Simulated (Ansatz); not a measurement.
**AlGa3N4: band edges up the ladder**

An exercise on one series of results from a longer session: the logs are not shown, and one member is left open.

Computed with Ansatz 0.2.0 (DFT PBEsol, scalar-relativistic, plane waves, PAW, unless a step's input says otherwise).

That is the level of the relaxation; later steps name their own.

2 further runs of the same task are left out: 2 set aside as unsound or not needed.

## The structure to begin with

Symmetry: Cmc2_1, No. 36, orthorhombic system. Conventional cell: a = 6.329 Å, b = 10.958 Å, c = 5.142 Å, α = 90.00°, β = 90.00°, γ = 90.00°. Al (site symmetry m) has 4 N at 1.89 to 1.90 Å as nearest neighbours. Around Ga (site symmetry 1) lie 4 N at 1.94 to 1.96 Å. Ga (site symmetry m) has 4 N at 1.94 to 1.95 Å as nearest neighbours. Around N (site symmetry m) lie 2 Al at 1.90 Å and 2 Ga at 1.95 Å. N (site symmetry 1) has 1 Al at 1.89 Å and 3 Ga at 1.95 to 1.96 Å as nearest neighbours. Around N (site symmetry m) lie 4 Ga at 1.94 to 1.95 Å.

As a file:

```cif
data_structure
_symmetry_space_group_name_H-M 'P 1'
_symmetry_Int_Tables_number 1
_cell_length_a 5.1415
_cell_length_b 6.3289
_cell_length_c 6.3271
_cell_angle_alpha 120.009
_cell_angle_beta 90.000
_cell_angle_gamma 90.000
_cell_volume 178.29
loop_
_atom_site_label
_atom_site_type_symbol
_atom_site_fract_x
_atom_site_fract_y
_atom_site_fract_z
_atom_site_occupancy
Al1 Al 0.00163 0.16742 0.33484 1
Ga1 Ga 0.00102 0.16799 0.83268 1
Ga2 Ga 0.00127 0.66629 0.33259 1
Ga3 Ga 0.00102 0.66468 0.83268 1
Al2 Al 0.50163 0.33258 0.66516 1
Ga4 Ga 0.50102 0.33201 0.16732 1
Ga5 Ga 0.50127 0.83371 0.66741 1
Ga6 Ga 0.50102 0.83532 0.16732 1
N1 N 0.63126 0.17024 0.34048 1
N2 N 0.62058 0.17060 0.83035 1
N3 N 0.62264 0.66644 0.33288 1
N4 N 0.62058 0.65975 0.83035 1
N5 N 0.13126 0.32976 0.65952 1
N6 N 0.12058 0.32940 0.16965 1
N7 N 0.12264 0.83356 0.66712 1
N8 N 0.12058 0.84025 0.16965 1
```

This cell was relaxed beforehand with the same method: volume 11.14 Å³/atom, gap on the mesh 2.40 eV.

Set-up of the first run:

Input file input.yaml:

```yaml
crystal:
  lattice:
    - [0.0, 0.0, -5.1415351949]
    - [3.1644403715, 5.4809715009, 0.0]
    - [3.1627084109, -5.479971553, 0.0]
  atoms:
    - { symbol: Al, position: [0.0016258849, 0.167418275, 0.33483655] }
    - { symbol: Ga, position: [0.0010222415, 0.1679938395, 0.8326779208] }
    - { symbol: Ga, position: [0.0012731172, 0.6662943786, 0.3325887572] }
    - { symbol: Ga, position: [0.0010222415, 0.6646840813, 0.8326779208] }
    - { symbol: Al, position: [0.5016258849, 0.332581725, 0.66516345] }
    - { symbol: Ga, position: [0.5010222415, 0.3320061605, 0.1673220792] }
    - { symbol: Ga, position: [0.5012731172, 0.8337056214, 0.6674112428] }
    - { symbol: Ga, position: [0.5010222415, 0.8353159187, 0.1673220792] }
    - { symbol: "N", position: [0.6312645483, 0.1702394131, 0.3404788263] }
    - { symbol: "N", position: [0.6205755099, 0.1705984508, 0.8303454356] }
    - { symbol: "N", position: [0.6226409467, 0.6664392188, 0.3328784375] }
    - { symbol: "N", position: [0.6205755099, 0.6597469848, 0.8303454356] }
    - { symbol: "N", position: [0.1312645483, 0.3297605869, 0.6595211737] }
    - { symbol: "N", position: [0.1205755099, 0.3294015492, 0.1696545644] }
    - { symbol: "N", position: [0.1226409467, 0.8335607812, 0.6671215625] }
    - { symbol: "N", position: [0.1205755099, 0.8402530152, 0.1696545644] }
basis:
  ecutwfc: 420
kpoints:
  mp_grid: { grid: [6, 6, 6] }
  band_path: { path: [VBM, CBM], npoints: 2 }
hamiltonian:
  xc: pbesol
scf:
  occupations: { method: gaussian, width: 0.02 }
output:
  forces: true
  stress: true
  eigenvalues: true
```

On the command line:

```console
ansatz run input.yaml --threads 4 --pin off --max-ram 10240MiB --backend cpu --events-out ev --progress --plain --runs-dir out
```

Steps of the session up to this table: Band edges over the whole zone; Levels with PBEsol; The run at PBEsol on the hybrid's mesh; The run at HSE06; Levels with PBEsol, spin-orbit coupling; Levels with r2SCAN.

One of the session's tables, all rows but one given; the rest of the session is left out.

```
                      level  gap (eV)  least direct gap (eV)
                     PBEsol      2.40                   2.40
PBEsol on the hybrid's mesh      2.40                   2.40
                      HSE06      3.74                   3.74
PBEsol, spin-orbit coupling      2.40                   2.40
                     r2SCAN         ?                      ?
```

Estimate the missing values for r2SCAN.

The run gave: gap (eV): 2.92; least direct gap (eV): 2.92. In the column «gap (eV)» it lies between PBEsol, spin-orbit coupling (2.40) and HSE06 (3.74).

Gaps are by band count over the mesh and the named points; a gap of 0 means that the bands overlap or touch.
